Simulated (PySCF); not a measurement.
# C₄H₈FGa: a tour of settings

Aim: see how C₄H₈FGa (`[F][Ga]1[CH2]CC[CH2]1`) answers to the choice of functional, basis, grid and SCF options.

The runs use PySCF 2.14.0, with density-fitted response routines of our own; the level of theory stands in each step. All values are computed, except where a source is named. Atoms are numbered from 0 throughout.

## 1. Starting geometry

14 atoms, charge 0, multiplicity 1; geometry from: GFN2-xTB.

Bonds of the start (Å): F0–Ga1 1.77, Ga1–C2 2.08, C2–C3 1.52, C3–C4 1.55, C4–C5 1.52, C5–Ga1 2.08, C2–H6 1.09, C2–H7 1.09, C3–H8 1.09, C3–H9 1.09, C4–H10 1.09, C4–H11 1.09, C5–H12 1.09, C5–H13 1.09.

## 2. NMR shieldings: PBE0/pcSseg-1

What the job is given:

```
{"job": {"kind": "nmr", "xc": "PBE0", "basis": "pcSseg-1"}, "charge": 0, "multiplicity": 1}
F      0.497228     3.458043     0.130537
Ga     0.245007     1.705640     0.064679
C     -1.468513     0.527123     0.054972
C     -0.795177    -0.807902     0.348649
C      0.538796    -0.970876    -0.420569
C      1.557296     0.095527    -0.034497
H     -2.204484     0.793346     0.813121
H     -1.962384     0.517105    -0.918593
H     -1.450853    -1.638770     0.079025
H     -0.579854    -0.881272     1.418690
H      0.930656    -1.970280    -0.218219
H      0.325340    -0.902960    -1.491569
H      2.019150    -0.126882     0.929575
H      2.347114     0.201685    -0.777966
```

Method: GIAO PBE0/pcSseg-1 NMR shielding, non-relativistic, gas phase.

Started as:

```bash
> OMP_NUM_THREADS=1 python probes_run.py task.json out
```

The driver reads the jobs from task.json and runs them one after another.

What it wrote:

```text
coarse grid: 53216 points
cycle   1  E = -2181.0346690687  dE = -1.445e-01  |g| = 1.185e+00  |ddm| = 3.438e+00
cycle   2  E = -2180.7617818180  dE =  2.729e-01  |g| = 1.790e+00  |ddm| = 1.634e+00
cycle   3  E = -2181.1920750826  dE = -4.303e-01  |g| = 2.649e-01  |ddm| = 1.094e+00
cycle   4  E = -2181.2023718923  dE = -1.030e-02  |g| = 8.409e-02  |ddm| = 1.935e-01
cycle   5  E = -2181.2034982784  dE = -1.126e-03  |g| = 7.694e-03  |ddm| = 5.810e-02
cycle   6  E = -2181.2035103472  dE = -1.207e-05  |g| = 3.513e-03  |ddm| = 9.154e-03
cycle   7  E = -2181.2035130267  dE = -2.680e-06  |g| = 5.693e-04  |ddm| = 2.862e-03
final grid: 112704 points
cycle   8  E = -2181.2034931534  dE = -4.600e-08  |g| = 7.002e-04  |ddm| = 1.458e-03
cycle   9  E = -2181.2034930972  dE =  5.621e-08  |g| = 9.545e-04  |ddm| = 8.771e-04
cycle  10  E = -2181.2034932188  dE = -1.217e-07  |g| = 1.085e-04  |ddm| = 4.902e-04
cycle  11  E = -2181.2034932206  dE = -1.782e-09  |g| = 1.316e-05  |ddm| = 6.746e-05
cycle  12  E = -2181.2034932207  dE = -3.320e-11  |g| = 1.574e-06  |ddm| = 1.177e-05
converged SCF energy = -2181.2034932207

GIAO shielding tensors (ppm)
atom      isotropic    diamagn.    paramagn.     s11        s22        s33       span
  0 F      283.909     476.473    -192.564    110.785    334.978    405.964    295.179
  1 Ga    1280.983    2638.180   -1357.197   1091.208   1142.024   1609.717    518.510
  2 C      172.294     251.174     -78.880    153.736    169.826    193.321     39.586
  3 C      157.037     247.493     -90.455    147.028    156.112    167.972     20.945
  4 C      157.074     247.472     -90.398    147.027    156.205    167.991     20.964
  5 C      172.242     251.167     -78.925    153.674    169.726    193.328     39.654
  6 H       30.664      29.641       1.023     26.020     27.864     38.107     12.087
  7 H       31.290      30.091       1.199     26.344     27.975     39.552     13.208
  8 H       29.152      30.161      -1.009     23.513     27.702     36.241     12.727
  9 H       30.802      31.267      -0.465     25.864     28.603     37.940     12.076
 10 H       29.152      30.157      -1.005     23.515     27.695     36.246     12.731
 11 H       30.792      31.246      -0.454     25.854     28.586     37.937     12.084
 12 H       31.283      30.089       1.194     26.337     27.966     39.546     13.209
 13 H       30.659      29.635       1.024     26.018     27.856     38.102     12.084
```

It took 21 s on 1 thread of Arm Neoverse V2, shared host; peak memory 0.81 GiB.

The references, computed at this level on geometries of the same kind, shield at (ppm): 1H TMS 31.72, 13C TMS 186.9, 19F CFCl3 170.9. Their shielding less the atom's gives the shift. The references are single molecules in the gas phase, so shifts against H2O, NH3, PH3, H3PO4 or CFCl3 are not on the usual liquid scales and can be off by tens of ppm. Atoms listed in one row are averaged.

```tsv
atoms	environment	σ (ppm)	δ (ppm)
C3, C4	sp3 CH2 in a ring	157.1	29.9
C2, C5	sp3 CH2 bonded to Ga	172.3	14.7
H8, H9, H10, H11	hydrogen on an sp3 CH2 in a ring	29.97	1.74
H6, H7, H12, H13	hydrogen on an sp3 CH2 bonded to Ga	30.97	0.74
F0	fluorine bonded to Ga	283.9	-113.0
Ga1	Ga bonded to 2 C, F, in a 5-membered ring	1281	–
```

The run also stored atomic charges by several schemes (e):

```tsv
atoms	Mulliken	IAO	Hirshfeld	ESP fit
F0	-0.50	-0.52	-0.32	-0.44
Ga1	1.00	0.97	0.57	0.80
C2, C5	-0.55	-0.54	-0.18	-0.49
C3, C4	-0.22	-0.25	-0.08	0.19
```

Mayer bond orders: F0–Ga1 0.82, Ga1–C2 0.86, C2–C3 1.00, C3–C4 1.02, C4–C5 1.00, C5–Ga1 0.86.

Ring of atoms Ga1, C2, C3, C4, C5: NICS(0) -4.8, NICS(1) -3.6, NICS(1)zz -2.9 ppm (means of both faces).

Orbitals, density, ELF and potential are computed afterwards from the orbital file.

Frontier orbitals at PBE0/pcSseg-1, with the share of their density that lies nearest to each atom:

```tsv
orbital	energy (eV)	lies on
HOMO	-7.02	C2, C5 about 24 % each; Ga1 17 %
LUMO	-0.92	Ga1 58 %; F0 12 %
```

ELF in a plane through or near 7 of the atoms.

Ten even steps from '0' (0.00) to '9' (1.00):
```
0000000000000000000000000000
0000000000000000000000000000
0000000000000000000000000000
0000000000000000000000000000
0000000000000000000000000000
0000000037862001687300000000
0000000599998007999950000000
0000000169997447999610000000
0000000015623894464100000000
0000035557886556886542100000
0000389981264005637676510000
0000278877873213787565400000
0000011225623563276210000000
0000000012212551132100000000
0000000000035775300000000000
0000000000268568620000000000
0000000000146776410000000000
0000000000001221000000000000
0000000000000000000000000000
0000000000000000000000000000
```
The map spans 9.9 Å across and 12.2 Å up, centred on the molecule. Atoms in the plane (x, y in Å): F0 (0.0, -3.5), Ga1 (0.0, -1.7), C2 (1.5, -0.3), C4 (-0.7, 0.9), C5 (-1.5, -0.3), H8 (1.2, 1.8), H10 (-1.2, 1.8).

On the surface of density 0.002 e/bohr³ the electrostatic potential runs, from the 1st to the 99th percentile, from -1.57 V near F0 to 2.58 V near Ga1.

## 3. Ultraviolet spectrum: PBE0/def2-SVPD

The job, as its differences from that of step 2:

```diff
@@ -1,2 +1,2 @@
-{"job": {"kind": "nmr", "xc": "PBE0", "basis": "pcSseg-1"}, "charge": 0, "multiplicity": 1}
+{"job": {"kind": "uv", "xc": "PBE0", "basis": "def2-SVPD", "nstates": 6, "ntriplets": 2}, "charge": 0, "multiplicity": 1}
 F      0.497228     3.458043     0.130537
```

Level: TDDFT PBE0/def2-SVPD, vertical, gas phase, core orbitals frozen in the response.

What it wrote:

```text
coarse grid: 53216 points
cycle   1  E = -2180.8920648063  dE = -1.539e-01  |g| = 8.131e-01  |ddm| = 4.854e+00
cycle   2  E = -2180.6895208502  dE =  2.025e-01  |g| = 1.391e+00  |ddm| = 2.268e+00
cycle   3  E = -2181.0083430079  dE = -3.188e-01  |g| = 1.710e-01  |ddm| = 1.354e+00
cycle   4  E = -2181.0141345669  dE = -5.792e-03  |g| = 4.270e-02  |ddm| = 2.183e-01
cycle   5  E = -2181.0144860587  dE = -3.515e-04  |g| = 4.585e-03  |ddm| = 5.532e-02
cycle   6  E = -2181.0144912033  dE = -5.145e-06  |g| = 1.036e-03  |ddm| = 1.340e-02
final grid: 112704 points
cycle   7  E = -2181.0144750975  dE = -7.252e-09  |g| = 1.328e-03  |ddm| = 7.468e-03
cycle   8  E = -2181.0144746454  dE =  4.521e-07  |g| = 2.082e-03  |ddm| = 4.044e-03
cycle   9  E = -2181.0144754784  dE = -8.330e-07  |g| = 2.323e-04  |ddm| = 1.959e-03
cycle  10  E = -2181.0144754901  dE = -1.170e-08  |g| = 3.608e-05  |ddm| = 3.728e-04
cycle  11  E = -2181.0144754903  dE = -2.501e-10  |g| = 3.204e-06  |ddm| = 4.727e-05
converged SCF energy = -2181.0144754903

Static polarisability (au): isotropic 73.054, principal 58.791 75.753 84.617

Singlet excitations
state   eV       nm        f      main configurations
  1   4.6018    269.4   0.00027   H->L 1.00
  2   5.4170    228.9   0.05167   H->L+1 0.98
  3   6.6266    187.1   0.00303   H->L+2 0.99
  4   6.7670    183.2   0.03400   H-1->L 0.98
  5   7.1057    174.5   0.00295   H->L+3 0.88, H-1->L+1 0.10
  6   7.2327    171.4   0.00097   H-2->L 0.97

Triplet excitations (Tamm-Dancoff, eV): 4.2880 4.4487
```

Run time: 29 s. Hardware: 1 thread of Arm Neoverse V2, shared host; peak memory 0.84 GiB.

The orbitals next to the gap, with their largest atomic shares:

```tsv
orbital	eV	atoms
HOMO−3	-10.05	C3 20 %, C4 20 %, C2 18 %
HOMO−2	-9.38	C4 20 %, C3 20 %, H11 12 %
HOMO−1	-8.87	C3 16 %, C4 16 %, Ga1 15 %
HOMO	-7.02	C2 26 %, C5 26 %, Ga1 19 %
LUMO	-0.94	Ga1 56 %, F0 11 %, C2 10 %
LUMO+1	-0.64	Ga1 56 %, F0 12 %, C5 10 %
LUMO+2	0.71	Ga1 16 %, C3 12 %, C4 12 %
```

With each of the 6 states as a Gaussian band of 0.4 eV half-width at 1/e, the curve within the window shown has maxima at 229 nm (ε 2,100), 183 nm (ε 1,600) L/(mol cm). Beyond the last state computed it falls off for lack of states. The curve at chosen wavelengths:

| nm | ε (L/mol/cm) |
| --- | --- |
| 165 | 97 |
| 171 | 437 |
| 177 | 1111 |
| 182 | 1529 |
| 188 | 1330 |
| 194 | 706 |
| 200 | 284 |
| 206 | 259 |
| 211 | 540 |
| 217 | 1162 |
| 223 | 1808 |
| 229 | 2092 |
| 235 | 1877 |
| 240 | 1451 |
| 246 | 898 |
| 252 | 475 |
| 258 | 222 |
| 264 | 97 |
| 269 | 49 |
| 275 | 23 |
| 281 | 13 |
| 287 | 8 |
| 293 | 5 |
| 298 | 3 |
| 304 | 2 |
| 310 | 1 |

Leading natural transition orbitals of singlet state 2: the hole lies on C2, C5 about 24 % each; Ga1 17 %; the particle on Ga1 28 %; F0 26 %; C2, C5 about 7 % each.

Leading natural transition orbitals of singlet state 1: the hole lies on C2, C5 about 25 % each; Ga1 18 %; the particle on Ga1 60 %; F0 10 %.

Ground-state properties from the same run:

```tsv
property	computed
dipole moment (D)	2.58
polarisability (Å³)	10.83
HOMO–LUMO gap (eV)	6.08
−ε(HOMO) (eV)	7.02
```

## 4. NMR shieldings: BP86/6-31G*

The job, as its differences from that of step 3:

```diff
@@ -1,2 +1,2 @@
-{"job": {"kind": "uv", "xc": "PBE0", "basis": "def2-SVPD", "nstates": 6, "ntriplets": 2}, "charge": 0, "multiplicity": 1}
+{"job": {"kind": "nmr", "xc": "BP86", "basis": "6-31G*", "pop": true}, "charge": 0, "multiplicity": 1}
 F      0.497228     3.458043     0.130537
```

With the program's defaults for keys left out, this is: GIAO BP86/6-31G* NMR shielding, non-relativistic, gas phase.

What it wrote:

```text
coarse grid: 53216 points
cycle   1  E = -2181.7040435486  dE = -9.492e-02  |g| = 1.133e+00  |ddm| = 3.457e+00
cycle   2  E = -2180.5708550427  dE =  1.133e+00  |g| = 2.732e+00  |ddm| = 3.000e+00
cycle   3  E = -2181.8539034280  dE = -1.283e+00  |g| = 6.242e-01  |ddm| = 2.196e+00
cycle   4  E = -2181.9374427975  dE = -8.354e-02  |g| = 1.124e-01  |ddm| = 6.509e-01
cycle   5  E = -2181.9398451953  dE = -2.402e-03  |g| = 3.607e-02  |ddm| = 1.215e-01
cycle   6  E = -2181.9400738528  dE = -2.287e-04  |g| = 1.413e-02  |ddm| = 3.243e-02
cycle   7  E = -2181.9401166956  dE = -4.284e-05  |g| = 2.988e-03  |ddm| = 1.218e-02
cycle   8  E = -2181.9401184590  dE = -1.763e-06  |g| = 4.613e-04  |ddm| = 3.450e-03
final grid: 112704 points
cycle   9  E = -2181.9400613532  dE =  1.091e-07  |g| = 9.563e-04  |ddm| = 2.440e-03
cycle  10  E = -2181.9400605370  dE =  8.162e-07  |g| = 2.243e-03  |ddm| = 3.238e-03
cycle  11  E = -2181.9400615678  dE = -1.031e-06  |g| = 2.797e-04  |ddm| = 2.019e-03
cycle  12  E = -2181.9400615857  dE = -1.793e-08  |g| = 5.369e-05  |ddm| = 3.242e-04
cycle  13  E = -2181.9400615862  dE = -4.757e-10  |g| = 6.599e-06  |ddm| = 4.718e-05
converged SCF energy = -2181.9400615862

GIAO shielding tensors (ppm)
atom      isotropic    diamagn.    paramagn.     s11        s22        s33       span
  0 F      210.613     465.825    -255.212      6.186    288.877    336.776    330.590
  1 Ga    1428.937    2641.225   -1212.287   1285.003   1298.360   1703.449    418.446
  2 C      172.324     243.471     -71.148    152.514    172.933    191.524     39.009
  3 C      162.521     243.965     -81.444    153.050    163.051    171.463     18.413
  4 C      162.553     243.946     -81.393    153.054    163.132    171.472     18.417
  5 C      172.268     243.450     -71.182    152.460    172.813    191.531     39.071
  6 H       31.091      28.454       2.637     26.722     28.780     37.771     11.049
  7 H       31.720      28.967       2.753     26.931     28.778     39.451     12.520
  8 H       29.741      29.392       0.349     24.639     28.626     35.959     11.320
  9 H       31.078      30.483       0.595     26.317     29.232     37.685     11.368
 10 H       29.741      29.386       0.355     24.640     28.618     35.964     11.324
 11 H       31.071      30.461       0.610     26.311     29.220     37.682     11.371
 12 H       31.713      28.962       2.751     26.924     28.769     39.445     12.521
 13 H       31.086      28.444       2.642     26.721     28.773     37.766     11.045
```

Run time: 18 s. Hardware: 1 thread of Arm Neoverse V2, shared host.

Key values: σ C3 162.5, C2 172.3, F0 210.6, Ga1 1429, H8 30.41, H6 31.40 ppm (means over like atoms).

## 5. Shielding tensors: B97-2/def2-SVPD

The job, as its differences from that of step 4:

```diff
@@ -1,2 +1,2 @@
-{"job": {"kind": "nmr", "xc": "BP86", "basis": "6-31G*", "pop": true}, "charge": 0, "multiplicity": 1}
+{"job": {"kind": "nmr", "xc": "B97-2", "basis": "def2-SVPD", "pop": true}, "charge": 0, "multiplicity": 1}
 F      0.497228     3.458043     0.130537
```

Method: GIAO B97-2/def2-SVPD NMR shielding, non-relativistic, gas phase.

What it wrote:

```text
coarse grid: 53216 points
cycle   1  E = -2181.8385845416  dE = -1.785e-01  |g| = 7.893e-01  |ddm| = 4.852e+00
cycle   2  E = -2181.5962698720  dE =  2.423e-01  |g| = 1.445e+00  |ddm| = 2.218e+00
cycle   3  E = -2181.9561367873  dE = -3.599e-01  |g| = 1.786e-01  |ddm| = 1.338e+00
cycle   4  E = -2181.9631911589  dE = -7.054e-03  |g| = 4.911e-02  |ddm| = 2.500e-01
cycle   5  E = -2181.9636727087  dE = -4.815e-04  |g| = 7.023e-03  |ddm| = 6.813e-02
cycle   6  E = -2181.9636829557  dE = -1.025e-05  |g| = 1.883e-03  |ddm| = 1.581e-02
cycle   7  E = -2181.9636835214  dE = -5.656e-07  |g| = 4.827e-04  |ddm| = 2.642e-03
final grid: 112704 points
cycle   8  E = -2181.9636520155  dE = -7.520e-08  |g| = 6.168e-04  |ddm| = 7.427e-03
cycle   9  E = -2181.9636519279  dE =  8.756e-08  |g| = 8.711e-04  |ddm| = 1.909e-03
cycle  10  E = -2181.9636521021  dE = -1.742e-07  |g| = 1.265e-04  |ddm| = 1.004e-03
cycle  11  E = -2181.9636521048  dE = -2.702e-09  |g| = 1.176e-05  |ddm| = 1.084e-04
cycle  12  E = -2181.9636521048  dE = -1.910e-11  |g| = 5.969e-06  |ddm| = 2.808e-05
converged SCF energy = -2181.9636521048

GIAO shielding tensors (ppm)
atom      isotropic    diamagn.    paramagn.     s11        s22        s33       span
  0 F      313.854     464.479    -150.625    172.251    357.913    411.398    239.147
  1 Ga    1462.240    2632.851   -1170.611   1286.946   1325.309   1774.464    487.518
  2 C      180.084     251.832     -71.749    163.151    178.799    198.302     35.151
  3 C      165.461     250.447     -84.985    156.603    165.036    174.745     18.142
  4 C      165.497     250.493     -84.996    156.603    165.129    174.760     18.157
  5 C      180.033     251.826     -71.793    163.086    178.699    198.315     35.229
  6 H       30.895      28.757       2.137     26.433     28.300     37.950     11.517
  7 H       31.535      28.683       2.852     26.707     28.421     39.477     12.770
  8 H       29.419      32.529      -3.109     24.022     28.069     36.167     12.145
  9 H       30.983      33.213      -2.231     26.030     28.902     38.016     11.986
 10 H       29.419      32.474      -3.055     24.024     28.062     36.171     12.147
 11 H       30.974      33.213      -2.240     26.021     28.887     38.013     11.992
 12 H       31.528      28.671       2.857     26.699     28.413     39.471     12.772
 13 H       30.889      28.764       2.125     26.430     28.292     37.944     11.514
```

Wall time 22 s (1 thread of Arm Neoverse V2, shared host); peak memory 0.79 GiB.

In short: σ C3 165.5, C2 180.1, F0 313.9, Ga1 1462, H8 30.20, H6 31.21 ppm (means over like atoms).

(Part 1 of 2 ends here.)
